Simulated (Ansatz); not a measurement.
Runs of Ansatz 0.2.0 on Ta3Cu. Symmetry: I4/mmm, No. 139, tetragonal system. Conventional cell: a = 4.013 Å, b = 4.013 Å, c = 8.416 Å, α = 90.00°, β = 90.00°, γ = 90.00°. Ta (site symmetry 4/mmm) is surrounded by 4 Cu at 2.84 Å and 8 Ta at 2.91 Å. Ta (site symmetry -4m2) is surrounded by 8 Ta at 2.84 to 2.91 Å and 4 Cu at 2.91 Å. Cu (site symmetry 4/mmm) is surrounded by 12 Ta at 2.84 to 2.91 Å. The cell comes from a database or a generator and needn't be the stable form of this composition.

| level | cutoff (eV) | gap on the mesh (eV) | pressure (GPa) |
| --- | --- | --- | --- |
| RPBE | 420 | none | 3.8 |
| PBE0 | 420 | none | (a) |
| HSE06 | 420 | none | (b) |
| PBEsol | 420 | none | -6.5 |
| revPBE | 420 | none | (c) |
| LDA | 420 | none | -11.5 |
| r2SCAN0 | 500 | none | -2.8 |
| r2SCAN | 500 | none | -2.9 |

Alike in all rows: task projected density of states; potentials or basis Ansatz PAW; no spin polarisation; cell as given; k mesh 5 × 5 × 5; smearing fermi-dirac 0.05 eV; the mesh is coarse, so values aren't converged.

Task: Fill in the values left out.

Result: (a) -0.8; (b) -1.1; (c) 2.8.

Caveats: all runs use coarse meshes; the PAW data sets come from PBE, with cores solved anew for the run's functional, which leaves a small shift of forces and pressure; the density of states is complete only up to the lowest level of the last band computed; the thresholds are loose for stress (some runs).

A k mesh can miss the band edges, and the runs leave out spin-orbit coupling on Ta.

A gap of «none» marks a metal or a gap under the smearing width.

Runs at the PBE level aren't shown here.
